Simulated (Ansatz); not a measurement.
# CH6Ge: molecular dynamics

Aim: follow the molecule's vibrations and see whether its bonds hold. The start is relaxed first. Runs: 300 steps of 0.5 fs under a Nosé-Hoover thermostat at 3000 K. SMILES of the start: [CH3][GeH3].

Program: Ansatz 0.2.0. Level of theory: RKS r2SCANh-D4/def2-mTZVP. These are calculated values, not measurements.

### 1 The starting structure

Bond lengths: Ge1–C2 1.960 Å, C2–H3 1.110 Å, C2–H4 1.110 Å, C2–H5 1.110 Å, Ge1–H6 1.550 Å, Ge1–H7 1.549 Å, Ge1–H8 1.549 Å. Angles: Ge1–C2–H3 109.5°, Ge1–C2–H4 109.5°, Ge1–C2–H5 109.5°, H3–C2–H4 109.4°, H3–C2–H5 109.4°, H4–C2–H5 109.4°, C2–Ge1–H6 109.5°, C2–Ge1–H7 109.5°, C2–Ge1–H8 109.5°, H6–Ge1–H7 109.5°, H6–Ge1–H8 109.5°, H7–Ge1–H8 109.5°.

Structure file:

```xyz
8

Ge    0.0000    0.0000    0.0000
C     0.0000    0.0000    1.9600
H    -0.9996   -0.3092    2.3305
H     0.7676   -0.7111    2.3305
H     0.2320    1.0203    2.3305
H     1.4616    0.0000   -0.5162
H    -0.7300    1.2648   -0.5162
H    -0.7300   -1.2648   -0.5162
```

### 2 Preparing the start

Input file input.yaml:

```yaml
crystal:
  periodic: [false, false, false]
  atoms:
    - { symbol: Ge, position_ang: [0.0, 0.0, 0.0] }
    - { symbol: C, position_ang: [0.0, 0.0, 1.96] }
    - { symbol: H, position_ang: [-0.9996, -0.3092, 2.3305] }
    - { symbol: H, position_ang: [0.7676, -0.7111, 2.3305] }
    - { symbol: H, position_ang: [0.232, 1.0203, 2.3305] }
    - { symbol: H, position_ang: [1.4616, 0.0, -0.5162] }
    - { symbol: H, position_ang: [-0.73, 1.2648, -0.5162] }
    - { symbol: H, position_ang: [-0.73, -1.2648, -0.5162] }
basis:
  gaussian: { orbitals: def2-mTZVP }
hamiltonian:
  xc: r2scanh
  dispersion: d4
relax:
  f_tol: 0.02
  max_steps: 40
```

On the command line:

```
$ ansatz run input.yaml --threads 1 --pin off --max-ram 2048MiB --backend cpu --events-out ev --progress --plain --runs-dir out
```

The program printed, shortened:

```text
Warning: RAYON_NUM_THREADS=1 ignored (pool sized by the plan → 1); use --threads N
[...]
Functional definition: r2SCANh
[...]
767 factors; integrals over basis functions are off by at most 5.5e-4 eV
[...]
mean field -57651.78176177 eV, -2118.6639019637 hartree, gradient 6.8e-5 eV, S^2 0.000000; 0 other end points of the search recorded, 0 dependent functions left out
[...]
reference -57651.78177185 eV, -2118.6639023343 hartree; 22, 22 occupied and 51, 51 virtual orbitals, 767 factors
relax step   1: F+E_penalty+E_count = -57651.80700311 eV  Δ(F+E_penalty+E_count) = +0.000e0 eV  max|allowed force component| = 6.817e-1 eV/Å  Δτ_max = 0.0000 Å  (22 SCF iters, accepted)
[...]
relax step   6: F+E_penalty+E_count = -57651.84863041 eV  Δ(F+E_penalty+E_count) = +1.187e-4 eV  max|allowed force component| = 3.111e-1 eV/Å  Δτ_max = 0.0189 Å  (24 SCF iters, rejected (line search))
[...]
relax step   7: F+E_penalty+E_count = -57651.85146177 eV  Δ(F+E_penalty+E_count) = -2.713e-3 eV  max|allowed force component| = 4.005e-3 eV/Å  Δτ_max = 0.0094 Å  (23 SCF iters, accepted)
767 factors; integrals over basis functions are off by at most 5.7e-4 eV
mean field -57651.82624987 eV, -2118.6655368712 hartree, gradient 1.7e-5 eV, S^2 0.000000; 1 other end points of the search recorded, 0 dependent functions left out
[...]
reference -57651.82625990 eV, -2118.6655372398 hartree; 22, 22 occupied and 51, 51 virtual orbitals, 767 factors
Total energy: -57651.85147180 eV, -2118.6664637601 hartree
Atom 0 at     0.000310     0.000001     0.006838 Å, force    -0.000003    -0.000001    -0.000682 eV/Å
Atom 1 at     0.000069     0.000000     1.958959 Å, force    -0.000013    -0.000010     0.003493 eV/Å
Atom 2 at    -1.014416    -0.099623     2.343776 Å, force     0.004005     0.000218    -0.000461 eV/Å
Atom 3 at     0.593522    -0.828720     2.343961 Å, force    -0.002183     0.003357    -0.000460 eV/Å
Atom 4 at     0.420970     0.928344     2.343938 Å, force    -0.001811    -0.003562    -0.000441 eV/Å
Atom 5 at     1.431639     0.144352    -0.531338 Å, force    -0.002075    -0.000336    -0.000488 eV/Å
Atom 6 at    -0.840265     1.167329    -0.531628 Å, force     0.001328    -0.001643    -0.000483 eV/Å
Atom 7 at    -0.590230    -1.311683    -0.531608 Å, force     0.000751     0.001977    -0.000480 eV/Å
Dipole moment:    -0.000020     0.000003     0.154306 e Å
```

It took 28 s on 1 thread of Arm Neoverse V1, shared host; peak memory 0.15 GiB.

The steps of the relaxation:

```
step  energy from step 1 (eV)  largest force component (eV/Å)
   1                   0.0000                          0.6817
   2                  -0.0347                          0.1713
   3                  -0.0395                          0.0197
   4                  -0.0414                          0.0218
   5                  -0.0417                          0.2114
  6x                  -0.0416                          0.3111
   7                  -0.0445                          0.0040
```

Step 1 is the start. 1 step was tried and not accepted (6; marked x where the table lists them).

After: Bond lengths: Ge1–C2 1.952 Å, C2–H3 1.090 Å, C2–H4 1.090 Å, C2–H5 1.090 Å, Ge1–H6 1.536 Å, Ge1–H7 1.536 Å, Ge1–H8 1.536 Å. Angles: Ge1–C2–H3 110.7°, Ge1–C2–H4 110.7°, Ge1–C2–H5 110.7°, H3–C2–H4 108.2°, H3–C2–H5 108.2°, H4–C2–H5 108.2°, C2–Ge1–H6 110.5°, C2–Ge1–H7 110.5°, C2–Ge1–H8 110.5°, H6–Ge1–H7 108.4°, H6–Ge1–H8 108.4°, H7–Ge1–H8 108.4°.

### 3 The run

300 steps of 0.5 fs under a Nosé-Hoover thermostat at 3000 K, from the relaxed start.

Input file input.yaml:

```yaml
crystal:
  periodic: [false, false, false]
  atoms:
    - { symbol: Ge, position_ang: [0.00031, 1.0e-06, 0.006838] }
    - { symbol: C, position_ang: [6.9e-05, 0.0, 1.958959] }
    - { symbol: H, position_ang: [-1.014416, -0.099623, 2.343776] }
    - { symbol: H, position_ang: [0.593522, -0.82872, 2.343961] }
    - { symbol: H, position_ang: [0.42097, 0.928344, 2.343938] }
    - { symbol: H, position_ang: [1.431639, 0.144352, -0.531338] }
    - { symbol: H, position_ang: [-0.840265, 1.167329, -0.531628] }
    - { symbol: H, position_ang: [-0.59023, -1.311683, -0.531608] }
basis:
  gaussian: { orbitals: def2-mTZVP }
hamiltonian:
  xc: r2scanh
  dispersion: d4
md:
  timestep: 0.5
  n_steps: 300
  ensemble: nvt_nose_hoover
  temperature: 3000.0
  initial_velocities: maxwell_boltzmann
  seed: 414722
  nose_hoover: { tau: 20.0, chain_length: 3 }
```

On the command line:

```
$ ansatz run input.yaml --threads 1 --pin off --max-ram 2048MiB --backend cpu --events-out ev --progress --plain --runs-dir out
```

The program printed, shortened:

```text
Warning: RAYON_NUM_THREADS=1 ignored (pool sized by the plan → 1); use --threads N
[...]
[... 1 set-up line as earlier in the session ...]
[...]
767 factors; integrals over basis functions are off by at most 5.3e-4 eV
[...]
mean field -57651.82624350 eV, -2118.6655366372 hartree, gradient 4.8e-5 eV, S^2 0.000000; 0 other end points of the search recorded, 0 dependent functions left out
[...]
reference -57651.82625359 eV, -2118.6655370079 hartree; 22, 22 occupied and 51, 51 virtual orbitals, 767 factors
md step     0: t =     0.00 fs  T =  3000.0 K  F+E_penalty+E_count = -57651.85145540 eV  E_kin = 2.326680 eV  conserved = -57649.52477542 eV  (22 SCF iters)
[...]
md step    17: t =     8.50 fs  T =  1382.7 K  F+E_penalty+E_count = -57650.51625500 eV  E_kin = 1.072383 eV  conserved = -57649.51882549 eV  (24 SCF iters, 3 dispersion substeps)
[...]
md step    34: t =    17.00 fs  T =  1181.8 K  F+E_penalty+E_count = -57650.03065250 eV  E_kin = 0.916560 eV  conserved = -57649.50418392 eV  (26 SCF iters, 3 dispersion substeps)
[...]
md step    51: t =    25.50 fs  T =  2385.5 K  F+E_penalty+E_count = -57650.25632131 eV  E_kin = 1.850112 eV  conserved = -57649.50685801 eV  (27 SCF iters, 3 dispersion substeps)
[...]
md step    68: t =    34.00 fs  T =  2872.6 K  F+E_penalty+E_count = -57650.22375955 eV  E_kin = 2.227854 eV  conserved = -57649.49054103 eV  (24 SCF iters, 3 dispersion substeps)
md step    69: t =    34.50 fs  T =  3135.7 K  F+E_penalty+E_count = -57650.41521599 eV  E_kin = 2.431911 eV  conserved = -57649.50483098 eV  (22 SCF iters, 3 dispersion substeps)
md step    70: t =    35.00 fs  T =  3505.5 K  F+E_penalty+E_count = -57650.68406091 eV  E_kin = 2.718704 eV  conserved = -57649.51488052 eV  (24 SCF iters, 3 dispersion substeps)
```

### 4 The log goes on: dynamics from the start

The log, continued, shortened:

```text
md step    71: t =    35.50 fs  T =  3759.1 K  F+E_penalty+E_count = -57650.85126125 eV  E_kin = 2.915386 eV  conserved = -57649.51390297 eV  (27 SCF iters, 3 dispersion substeps)
[...]
md step    93: t =    46.50 fs  T =  2232.2 K  F+E_penalty+E_count = -57649.28224644 eV  E_kin = 1.731192 eV  conserved = -57649.48378097 eV  (24 SCF iters, 3 dispersion substeps)
[...]
md step   115: t =    57.50 fs  T =  4999.7 K  F+E_penalty+E_count = -57651.01056646 eV  E_kin = 3.877591 eV  conserved = -57649.51014931 eV  (24 SCF iters, 3 dispersion substeps)
[...]
md step   137: t =    68.50 fs  T =  3605.4 K  F+E_penalty+E_count = -57649.53000757 eV  E_kin = 2.796183 eV  conserved = -57649.50552272 eV  (24 SCF iters, 3 dispersion substeps)
[...]
md step   159: t =    79.50 fs  T =  5250.2 K  F+E_penalty+E_count = -57650.35264610 eV  E_kin = 4.071826 eV  conserved = -57649.50045932 eV  (27 SCF iters, 3 dispersion substeps)
md step   160: t =    80.00 fs  T =  5600.0 K  F+E_penalty+E_count = -57650.60116121 eV  E_kin = 4.343173 eV  conserved = -57649.50401887 eV  (28 SCF iters, 3 dispersion substeps)
md step   161: t =    80.50 fs  T =  5767.4 K  F+E_penalty+E_count = -57650.71094617 eV  E_kin = 4.472957 eV  conserved = -57649.50719849 eV  (26 SCF iters, 3 dispersion substeps)
```

### 5 More of the same log: dynamics from the start

The log, continued, shortened:

```text
md step   162: t =    81.00 fs  T =  5693.8 K  F+E_penalty+E_count = -57650.63634867 eV  E_kin = 4.415917 eV  conserved = -57649.50817826 eV  (24 SCF iters, 3 dispersion substeps)
[...]
md step   181: t =    90.50 fs  T =  1636.3 K  F+E_penalty+E_count = -57647.42791488 eV  E_kin = 1.269017 eV  conserved = -57649.49027025 eV  (28 SCF iters, 3 dispersion substeps)
[...]
md step   200: t =   100.00 fs  T =  4887.6 K  F+E_penalty+E_count = -57649.63881228 eV  E_kin = 3.790627 eV  conserved = -57649.50208359 eV  (26 SCF iters, 3 dispersion substeps)
[...]
md step   219: t =   109.50 fs  T =  3991.8 K  F+E_penalty+E_count = -57648.79966836 eV  E_kin = 3.095895 eV  conserved = -57649.51406040 eV  (28 SCF iters, 3 dispersion substeps)
[...]
Total energy: -57649.90395675 eV, -2118.5948939021 hartree
Atom 0 at    -0.023296    -0.012261     0.015740 Å, force     0.830504     0.856756    -1.398243 eV/Å
Atom 1 at     0.101160     0.002320     1.953824 Å, force    -0.772238     5.906594    -6.811995 eV/Å
Atom 2 at    -0.743766     0.015580     2.426999 Å, force    -6.095459     0.395214     1.936004 eV/Å
Atom 3 at     0.511136    -0.537066     2.591620 Å, force     5.464485    -5.612693     4.437261 eV/Å
Atom 4 at     0.415870     1.038814     2.090450 Å, force     0.525035    -0.052995     0.184186 eV/Å
Atom 5 at     1.402008     0.299758    -0.425451 Å, force     0.470728    -0.039509     0.008692 eV/Å
Atom 6 at    -0.708692     1.139956    -0.879256 Å, force    -0.056274    -0.292305     1.427127 eV/Å
Atom 7 at    -0.379003    -1.101163    -0.947485 Å, force    -0.366782    -1.161062     0.216968 eV/Å
Dipole moment:    -0.113762    -0.025560     0.345560 e Å
```

It took 18 min on 1 thread of Arm Neoverse V1, shared host; peak memory 0.15 GiB.

### 6 What the atoms did

One step in 16; energies are changes from step 0:

```
time (fs)  T (K)  potential energy change (meV/atom)  conserved energy change (meV/atom)
      0.0   3000                                 0.0                                0.00
      8.0   1507                               153.4                                0.73
     16.0   1246                               215.7                                2.21
     24.0   3047                               117.5                                1.04
     32.0   3326                               139.2                                0.58
     40.0   1514                               364.4                                3.86
     48.0   2866                               260.9                                0.79
     56.0   4285                               160.1                                2.70
     64.0   2096                               419.5                                3.93
     72.0   3139                               352.5                                2.64
     80.0   5600                               156.3                                2.59
     88.0   2088                               507.0                                3.98
     96.0   3798                               359.8                                2.41
    104.0   4079                               373.1                                4.23
    112.0   3855                               390.2                                0.60
    120.0   3659                               385.6                                3.54
    128.0   2657                               412.6                                5.13
    136.0   3582                               244.4                                0.20
    144.0   1973                               330.0                                3.20
    150.0   2419                               243.4                                2.84
```

time (fs), T (K) and a bar:
```
      0.0       3000 #################
      6.5       1280 ###
     13.0       1511 #####
     19.5       2380 ############
     26.0       1973 ########
     32.5       3440 ####################
     39.0       2019 #########
     45.5       3035 #################
     52.0        961 
     58.5       4589 ##############################
     65.0       2098 #########
     71.5       2929 ################
     78.5       4288 ############################
     85.0       3070 #################
     91.5       1678 ######
     98.0       3219 ###################
    104.5       3924 #########################
    111.0       2885 ################
    117.5       2897 ################
    124.0       4132 ##########################
    130.5       2671 ##############
    137.0       2622 ##############
    143.5       2130 ##########
    150.0       2419 ############
```

Maxima of the velocity power spectrum (cm⁻¹, relative height; resolution about 440 cm⁻¹): 830 (100), 1330 (68), 2000 (36), 2610 (36).

### 7 Snapshots as a file

Positions (Å) and forces (eV/Å):

```xyz
8
time_fs=19.0 T=2028 dE=1.2758
Ge   -0.006   -0.008    0.005   -1.620    1.765   -0.019
C    -0.008    0.052    1.969   -1.122   -5.516    1.223
H    -0.942   -0.423    2.621    2.008    2.489   -1.698
H     0.740   -0.861    2.249   -1.032    2.542   -0.706
H     0.445    1.014    2.071   -0.084    0.544    1.378
H     1.448    0.098   -0.080    1.601    0.275   -0.672
H    -0.716    1.334   -0.680    0.682   -1.357    0.729
H    -0.430   -1.211   -0.761   -0.433   -0.742   -0.236
8
time_fs=37.5 T=3216 dE=1.5253
Ge    0.009    0.000    0.005   -1.732    0.488   -0.654
C    -0.020    0.053    1.984    1.809   -4.288    0.567
H    -0.914   -0.566    2.179   -0.743    1.922    0.335
H     0.613   -0.972    2.541   -0.527    3.445   -1.885
H     0.249    1.028    2.405   -0.686   -0.676    0.498
H     1.270   -0.031   -0.799    0.850    0.025   -0.046
H    -0.849    1.271   -0.766    0.857   -1.473    1.203
H    -0.727   -1.358   -0.312    0.173    0.559   -0.018
8
time_fs=56.0 T=4285 dE=1.2810
Ge    0.015   -0.005    0.000   -2.024    0.291   -0.097
C    -0.051    0.017    1.973    5.719    0.556    1.047
H    -1.032   -0.186    2.277   -1.144   -1.390    0.588
H     0.965   -0.624    2.378   -3.548    1.089   -0.586
H     0.149    1.014    2.482   -0.033   -0.788   -1.164
H     1.363   -0.006   -0.904   -1.074    0.093    0.964
H    -0.982    1.301   -0.131    1.002   -0.999   -0.700
H    -0.948   -1.313   -0.318    1.103    1.147   -0.051
8
time_fs=75.0 T=2762 dE=3.2367
Ge   -0.024   -0.012    0.008    4.487   -0.952   -1.306
C     0.064   -0.027    1.956   -1.034    2.853    3.481
H    -1.110    0.309    2.258    2.341   -2.961    0.407
H     1.065   -0.455    2.744   -3.950    0.195   -2.560
H     0.198    1.036    2.344    1.142   -0.263   -1.655
H     1.687    0.285   -0.253   -1.974   -0.410    0.004
H    -0.574    1.213   -0.626   -0.830    0.774    0.021
H    -0.243   -1.210   -1.104   -0.181    0.764    1.607
8
time_fs=94.0 T=2922 dE=3.4897
Ge    0.007   -0.005    0.001    0.106   -0.851    0.702
C    -0.127    0.097    1.972    3.880   -1.752    0.117
H    -0.150   -0.306    2.997   -2.133   -0.465   -0.555
H     0.400   -1.036    1.488    0.256    2.098    2.450
H     0.749    0.760    2.310   -0.390   -0.622   -1.386
H     1.591    0.379   -0.293   -1.731   -0.553    0.081
H    -1.000    0.916   -0.530   -0.694    1.096   -1.085
H    -0.541   -1.500   -0.294    0.706    1.050   -0.323
8
time_fs=112.5 T=3967 dE=3.0301
Ge   -0.024    0.018    0.005    4.200   -3.878   -0.748
C     0.145   -0.053    2.042    1.116    3.987   -2.028
H    -0.771    0.103    1.635   -5.225   -1.121    1.657
H     0.368   -0.913    2.640    0.046   -0.089   -0.202
H     0.161    1.034    2.309    1.459   -1.196    1.129
H     1.318   -0.052   -0.759    0.345    0.424    0.045
H    -0.779    0.739   -1.024   -1.384    1.181    0.099
H    -0.270   -1.537   -0.215   -0.557    0.692    0.047
8
time_fs=131.0 T=2499 dE=3.1899
Ge    0.009   -0.019   -0.012   -3.222    0.963    3.541
C    -0.029    0.127    1.962    2.215   -4.465    3.069
H    -1.073   -0.006    2.471    2.014    0.154   -1.204
H     0.807   -1.158    2.482   -2.304    3.028   -1.024
H     0.601    0.826    2.544   -0.555    0.026   -0.752
H     1.162    0.355   -0.712    2.371    0.605   -1.375
H    -1.007    1.099    0.310   -0.336    0.485   -1.727
H    -0.751   -1.251   -0.318   -0.183   -0.796   -0.527
8
time_fs=150.0 T=2419 dE=1.9475
Ge   -0.023   -0.012    0.016    0.831    0.857   -1.398
C     0.101    0.002    1.954   -0.772    5.907   -6.812
H    -0.744    0.016    2.427   -6.096    0.395    1.936
H     0.511   -0.537    2.592    5.465   -5.613    4.437
H     0.416    1.039    2.090    0.525   -0.053    0.184
H     1.402    0.300   -0.425    0.471   -0.040    0.009
H    -0.709    1.140   -0.879   -0.056   -0.292    1.427
H    -0.379   -1.101   -0.948   -0.367   -1.161    0.217
```

### 8 Results

```
                              quantity                             value
               relaxation of the start           5 moves, 0.044 eV lower
                                length               300 steps of 0.5 fs
      temperature, first and last step                   3000 and 2419 K
              temperature, second half  mean 3302 K, from 1621 to 5767 K
         potential energy, second half      +362 meV/atom from the start
largest change of the conserved energy                     7.17 meV/atom
                bonds formed or broken                                 0
```

In words: Against a set 3000 K the second half averages 3302 K with a spread of 933 K. The conserved energy strays from its start by at most 7.17 meV/atom, 2.6 % of the mean kinetic energy, fair for a step of 0.5 fs. The bonding pattern survives the run. 150 fs on 8 atoms is far too short and small for converged averages. The nuclei move classically, without zero-point motion, which matters most for hydrogen.
